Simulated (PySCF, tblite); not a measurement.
# C₆H₉GeNSi: geometry, infrared bands and NMR shifts

Aim: predict the infrared bands and NMR shifts of C₆H₉GeNSi (`N#C/C=C\C1=C[CH2][GeH2][SiH2]1`).

Computed with tblite 0.8.0 and PySCF 2.14.0, with density-fitted response routines of our own, on a single molecule in the gas phase. Atoms are numbered from 0 throughout.

## (1) The molecule as given

18 atoms, charge 0, multiplicity 1; geometry from: force field or distance geometry start.

Bonds of the start (Å): N0–C1 1.15, C1–C2 1.41, C2–C3 1.31, C3–C4 1.51, C4–C5 1.27, C5–C6 1.43, C6–Ge7 1.93, Ge7–Si8 2.32, Si8–C4 1.82, C2–H9 1.10, C3–H10 1.08, C5–H11 1.15, C6–H12 1.12, C6–H13 1.14, Ge7–H14 1.54, Ge7–H15 1.54, Si8–H16 1.46, Si8–H17 1.47.

## (2) Geometry optimisation with GFN2-xTB

The job: settings as JSON, then the geometry in Å.

```
{"job": {"kind": "relax", "xc": "GFN2-xTB", "basis": "xTB"}, "charge": 0, "multiplicity": 1}
N      2.123800     1.345300     2.582100
C      2.332900     1.100300     1.483100
C      2.646800     0.783700     0.149900
C      1.839800     0.302800    -0.760100
C      0.398300    -0.036700    -0.462300
C     -0.341900    -0.517000    -1.381900
C     -1.722700    -0.866500    -1.229200
Ge    -2.400600    -0.462800     0.532400
Si    -0.301500     0.263000     1.185700
H      3.672700     0.989500    -0.173000
H      2.261100     0.124500    -1.742700
H      0.098500    -0.705200    -2.431700
H     -2.366100    -0.367700    -1.996000
H     -1.870200    -1.988700    -1.401400
H     -2.848700    -1.712500     1.316400
H     -3.456700     0.660500     0.551200
H      0.266000    -0.595200     2.224500
H     -0.340200     1.688900     1.541300
```

Run with:

```sh
> OMP_NUM_THREADS=1 python probes_run.py task.json out
```

One launch serves the whole session: the jobs run in the order shown.

**Question.** This job is followed by: GFN2-xTB harmonic vibrations, gas phase; GIAO PBE0/pcSseg-1 NMR shielding, non-relativistic, gas phase. What will the session give for the following? strongest single infrared mode (GFN2-xTB); zero-point energy (GFN2-xTB); 13C shifts against TMS (PBE0/pcSseg-1); 1H shifts against TMS (PBE0/pcSseg-1, means over atoms taken as alike); 15N shifts against NH3 (PBE0/pcSseg-1); 73Ge shifts against GeMe4 (PBE0/pcSseg-1); 29Si shifts against TMS (PBE0/pcSseg-1).

The runs gave:

```
                                                              quantity                                        value
                             strongest single infrared mode (GFN2-xTB)                        1965 cm⁻¹, 549 km/mol
                                          zero-point energy (GFN2-xTB)                                75.4 kcal/mol
                                13C shifts against TMS (PBE0/pcSseg-1)  175.4, 161.5, 144.4, 125.0, 100.2, 24.0 ppm
1H shifts against TMS (PBE0/pcSseg-1, means over atoms taken as alike)       7.40, 7.14, 5.23, 5.15, 3.85, 2.29 ppm
                                15N shifts against NH3 (PBE0/pcSseg-1)                                    336.7 ppm
                             73Ge shifts against GeMe4 (PBE0/pcSseg-1)                                     -262 ppm
                               29Si shifts against TMS (PBE0/pcSseg-1)                                    -74.7 ppm
```

In words: Over 41 steps the energy fell by 0.849 eV; of the close pairs, C4–Si8 changed most, 1.815 to 1.898 Å. No mode is imaginary among the 48: a minimum at this level. The strongest single mode, at 1965 cm⁻¹, moves mainly H14 and H15. Unscaled tight-binding wavenumbers are off by several per cent, some by more. Its intensities can rank the bands wrongly. At PBE0/pcSseg-1: The widest tensor belongs to N0: span 440 ppm, with a paramagnetic part of -408 ppm. Spin-orbit coupling is left out, which matters for shieldings and couplings at and beside the heavy atoms.
